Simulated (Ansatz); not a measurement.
# C₆H₉BO₆: small, medium and large basis sets

How large a basis does C₆H₉BO₆ need? Two functionals are run in growing sets.

Program: Ansatz 0.2.0, Gaussian basis. Level of theory: one geometry, several basis sets. These are calculated values, not measurements.

Plan: PBE0-D4/def2-SVP; ωB97M-V/def2-SVP; PBE0-D4/def2-QZVPP; ωB97M-V/def2-QZVPP; the functionals' def2-TZVPP values are taken from earlier runs.

## 1. The geometry

An earlier PBE0-D4 in a triple-zeta def2 set relaxation fixed the geometry.

SMILES `CC(=O)OB(OC(C)=O)OC(C)=O`, 22 atoms, charge 0, spin multiplicity 1.

Atoms are counted from 1 here; the program's logs count them from 0.

Bond lengths: C1–C2 1.493 Å, C1–H14 1.092 Å, C1–H15 1.087 Å, C1–H16 1.092 Å, C2–O3 1.192 Å, C2–O4 1.365 Å, O4–B5 1.371 Å, B5–O6 1.371 Å, B5–O10 1.371 Å, O6–C7 1.365 Å, C7–C8 1.493 Å, C7–O9 1.192 Å, C8–H17 1.092 Å, C8–H18 1.092 Å, C8–H19 1.087 Å, O10–C11 1.365 Å, C11–C12 1.493 Å, C11–O13 1.192 Å and more. Angles: C2–C1–H14 109.2°, C2–C1–H15 109.9°, C2–C1–H16 109.8°, H14–C1–H15 110.3°, H14–C1–H16 107.2°, H15–C1–H16 110.4°, C1–C2–O3 126.3°, C1–C2–O4 110.8°, O3–C2–O4 122.9°, C2–O4–B5 124.7°, O4–B5–O6 119.7°, O4–B5–O10 119.7°, O6–B5–O10 119.7°, B5–O6–C7 124.7°, O6–C7–C8 110.8°, O6–C7–O9 122.9°, C8–C7–O9 126.3°, C7–C8–H17 109.8° and more.

## 2. PBE0-D4 in def2-SVP

File in.yaml:

```yaml
crystal:
  periodic: [false, false, false]
  atoms:
    - {symbol: C, position_ang: [-1.051342, -3.244938, -1.345871]}
    - {symbol: C, position_ang: [-1.252757, -1.813638, -0.973316]}
    - {symbol: O, position_ang: [-2.280453, -1.210429, -1.017176]}
    - {symbol: O, position_ang: [-0.070834, -1.238811, -0.603995]}
    - {symbol: B, position_ang: [0.041159, -0.051154, 0.070706]}
    - {symbol: O, position_ang: [-0.884380, 0.275603, 1.027202]}
    - {symbol: C, position_ang: [-1.185430, 1.550004, 1.413233]}
    - {symbol: C, position_ang: [-1.939480, 1.548385, 2.701406]}
    - {symbol: O, position_ang: [-0.901739, 2.507980, 0.762270]}
    - {symbol: O, position_ang: [1.190151, 0.687345, -0.042069]}
    - {symbol: C, position_ang: [1.931162, 0.801009, -1.182986]}
    - {symbol: C, position_ang: [3.285315, 1.351930, -0.881752]}
    - {symbol: O, position_ang: [1.505770, 0.523242, -2.261804]}
    - {symbol: H, position_ang: [-0.325447, -3.306025, -2.159266]}
    - {symbol: H, position_ang: [-1.997506, -3.683323, -1.651708]}
    - {symbol: H, position_ang: [-0.634740, -3.793275, -0.498496]}
    - {symbol: H, position_ang: [-1.342812, 1.067992, 3.479524]}
    - {symbol: H, position_ang: [-2.851543, 0.959753, 2.583273]}
    - {symbol: H, position_ang: [-2.183707, 2.567968, 2.987323]}
    - {symbol: H, position_ang: [3.855985, 1.451718, -1.801167]}
    - {symbol: H, position_ang: [3.805124, 0.694962, -0.181400]}
    - {symbol: H, position_ang: [3.178205, 2.323602, -0.395329]}
basis:
  gaussian: {orbitals: def2-SVP}
hamiltonian: {xc: pbe0, dispersion: d4}
output: {orbitals: {seedname: orbitals}}
```

On the command line:

```
$ ansatz run in.yaml --threads 4 --pin off --events-out ev --progress --plain --max-ram 46080MiB --backend cpu
```

Output:

```text
Functional definition: PBE0
  name "PBE0"
  cite "Adamo & Barone, J. Chem. Phys. 110, 6158 (1999) doi:10.1063/1.478522"
  cite "Perdew, Burke & Ernzerhof, Phys. Rev. Lett. 77, 3865 (1996) doi:10.1103/PhysRevLett.77.3865"
  parent pbe
  parameter a = 0.25
  parameter kappa = 0.804
  parameter beta = 0.06672455060314922
  exchange = (1 - a)*pbe_x(kappa = kappa, mu = beta*pi^2/3) + a*exact_x
  correlation = pbe_c(beta = beta)
2482 factors; their error is unknown
mean field evaluation 1: about -19280.5630 eV, gradient 9.2e1 eV
mean field evaluation 2: about -19269.0496 eV, gradient 1.2e2 eV
mean field evaluation 4: about -19296.4953 eV, gradient 4.8e0 eV
mean field evaluation 8: about -19296.5306 eV, gradient 4.4e-1 eV
mean field evaluation 16: about -19296.5461 eV, gradient 4.5e-4 eV
mean field -19296.54612222 eV, -709.1349903229 hartree, gradient 5.0e-5 eV, S^2 0.000000; 0 other end points of the search recorded, 0 dependent functions left out
reference -19296.54616233 eV, -709.1349917968 hartree; 49, 49 occupied and 178, 178 virtual orbitals, 2482 factors
Total energy: -19297.01005703 eV, -709.1520396125 hartree
```

Run time: 5.5 s. Hardware: 4 threads of AMD EPYC 7R13, shared host; peak memory 1.1 GiB.

## 3. ωB97M-V in def2-SVP

in.yaml, as its differences from that of step 2:

```diff
@@ -27,3 +27,3 @@
   gaussian: {orbitals: def2-SVP}
-hamiltonian: {xc: pbe0, dispersion: d4}
+hamiltonian: {xc: {name: wB97M-V}}
 output: {orbitals: {seedname: orbitals}}
```

The command is unchanged.

Output (excerpt; [...] marks lines left out):

```text
Functional definition: wB97M-V
  name "wB97M-V"
  cite "Mardirossian & Head-Gordon, J. Chem. Phys. 144, 214110 (2016) doi:10.1063/1.4952647"
  cite "Becke, J. Chem. Phys. 107, 8554 (1997) doi:10.1063/1.475007"
  cite "Vydrov & Van Voorhis, J. Chem. Phys. 133, 244103 (2010) doi:10.1063/1.3521275"
  # Of w^i u^j: cxij and so on, Table III.
[...]
  gx(w, u) = 1 - cx + cx01*u + cx10*w
  gss(w, u) = css00 + css04*u^4 + css10*w + css20*w^2 + css43*w^4*u^3
  gos(w, u) = cos00 + cos10*w + (cos20 + cos21*u)*w^2 + (cos60 + cos61*u)*w^6
[...]
      + integral(e_c_pw_mod_opposite_spin*gos(b97_w_opposite, b97_u_opposite)) + vv10(b, c)
2482 factors; their error is unknown
538 factors; integrals over basis functions are off by at most 8.0e-6 eV
[...]
mean field -19311.47769697 eV, -709.6837155739 hartree, gradient 8.7e-5 eV, S^2 0.000000; 0 other end points of the search recorded, 0 dependent functions left out
reference -19311.47775694 eV, -709.6837177779 hartree; 49, 49 occupied and 178, 178 virtual orbitals, 2482 factors
Total energy: -19311.47775694 eV, -709.6837177779 hartree
```

Run time: 13 s. Hardware: 4 threads of AMD EPYC 7R13, shared host; peak memory 1.4 GiB.

## 4. PBE0-D4 in def2-QZVPP

in.yaml, as its differences from that of step 3:

```diff
@@ -26,4 +26,4 @@
 basis:
-  gaussian: {orbitals: def2-SVP}
-hamiltonian: {xc: {name: wB97M-V}}
+  gaussian: {orbitals: "def2-QZVPP.json"}
+hamiltonian: {xc: pbe0, dispersion: d4}
 output: {orbitals: {seedname: orbitals}}
```

On the command line:

```
$ ansatz run in.yaml --threads 4 --pin off --events-out ev --progress --plain --max-ram 46080MiB --backend cuda --devices 0, --max-vram 37GiB
```

Output:

```text
Functional definition: PBE0
  name "PBE0"
  cite "Adamo & Barone, J. Chem. Phys. 110, 6158 (1999) doi:10.1063/1.478522"
  cite "Perdew, Burke & Ernzerhof, Phys. Rev. Lett. 77, 3865 (1996) doi:10.1103/PhysRevLett.77.3865"
  parent pbe
  parameter a = 0.25
  parameter kappa = 0.804
  parameter beta = 0.06672455060314922
  exchange = (1 - a)*pbe_x(kappa = kappa, mu = beta*pi^2/3) + a*exact_x
  correlation = pbe_c(beta = beta)
2857 factors; their error is unknown
mean field evaluation 1: about -19299.3185 eV, gradient 1.1e2 eV
mean field evaluation 2: about -19289.5479 eV, gradient 1.3e2 eV
mean field evaluation 4: about -19319.4626 eV, gradient 6.9e0 eV
mean field evaluation 8: about -19319.5340 eV, gradient 2.4e-1 eV
mean field evaluation 16: about -19319.5444 eV, gradient 3.0e-4 eV
mean field -19319.54436270 eV, -709.9801600716 hartree, gradient 7.5e-5 eV, S^2 0.000000; 0 other end points of the search recorded, 0 dependent functions left out
reference -19319.54442243 eV, -709.9801622669 hartree; 49, 49 occupied and 962, 962 virtual orbitals, 2857 factors
Total energy: -19320.00831713 eV, -709.9972100827 hartree
```

Wall time 9.5 s (1 × H100 (card shared with other runs) with 4 threads of AMD EPYC 7R13, shared host); peak host memory 1.6 GiB.

## 5. ωB97M-V in def2-QZVPP

in.yaml, as its differences from that of step 4:

```diff
@@ -27,3 +27,3 @@
   gaussian: {orbitals: "def2-QZVPP.json"}
-hamiltonian: {xc: pbe0, dispersion: d4}
+hamiltonian: {xc: {name: wB97M-V}}
 output: {orbitals: {seedname: orbitals}}
```

Launched as before.

Output (excerpt; [...] marks lines left out):

```text
Functional definition: wB97M-V
  name "wB97M-V"
  cite "Mardirossian & Head-Gordon, J. Chem. Phys. 144, 214110 (2016) doi:10.1063/1.4952647"
  cite "Becke, J. Chem. Phys. 107, 8554 (1997) doi:10.1063/1.475007"
  cite "Vydrov & Van Voorhis, J. Chem. Phys. 133, 244103 (2010) doi:10.1063/1.3521275"
  # Of w^i u^j: cxij and so on, Table III.
[...]
  gx(w, u) = 1 - cx + cx01*u + cx10*w
  gss(w, u) = css00 + css04*u^4 + css10*w + css20*w^2 + css43*w^4*u^3
  gos(w, u) = cos00 + cos10*w + (cos20 + cos21*u)*w^2 + (cos60 + cos61*u)*w^6
[...]
      + integral(e_c_pw_mod_opposite_spin*gos(b97_w_opposite, b97_u_opposite)) + vv10(b, c)
2857 factors; their error is unknown
754 factors; integrals over basis functions are off by at most 5.9e-6 eV
[...]
mean field -19335.05922516 eV, -710.5503207507 hartree, gradient 2.2e-5 eV, S^2 0.000000; 0 other end points of the search recorded, 0 dependent functions left out
reference -19335.05931787 eV, -710.5503241578 hartree; 49, 49 occupied and 962, 962 virtual orbitals, 2857 factors
Total energy: -19335.05931787 eV, -710.5503241578 hartree
```

It took 15 s on 1 × H100 (card shared with other runs) with 4 threads of AMD EPYC 7R13, shared host; peak host memory 1.7 GiB.

## 6. Functionals by basis

The def2-TZVPP values come from earlier runs at the same geometry.

```csv
functional,basis,functions,energy (eV),from the largest (eV),HOMO (eV),LUMO (eV)
PBE0-D4,def2-SVP,227,-19297.0101,22.998,-8.10,-0.64
PBE0-D4,def2-TZVPP,529,-19318.9768,1.031,-8.21,-0.77
PBE0-D4,def2-QZVPP,1011,-19320.0083,0.000,-8.23,-0.82
ωB97M-V,def2-SVP,227,-19311.4778,23.582,-10.51,1.66
ωB97M-V,def2-TZVPP,529,-19334.0876,0.972,-10.64,1.46
ωB97M-V,def2-QZVPP,1011,-19335.0593,0.000,-10.66,1.33
```

## 7. Results

| quantity | value |
| --- | --- |
| PBE0-D4: double and triple zeta above quadruple | 23.00, 1.03 eV |
| ωB97M-V: double and triple zeta above quadruple | 23.58, 0.97 eV |

**Reading.** For PBE0-D4 the step from double to triple zeta gains 21.97 eV and the next only 1.03 eV. These are total energies; as a rule much of such shifts cancels in differences, which this series doesn't test.
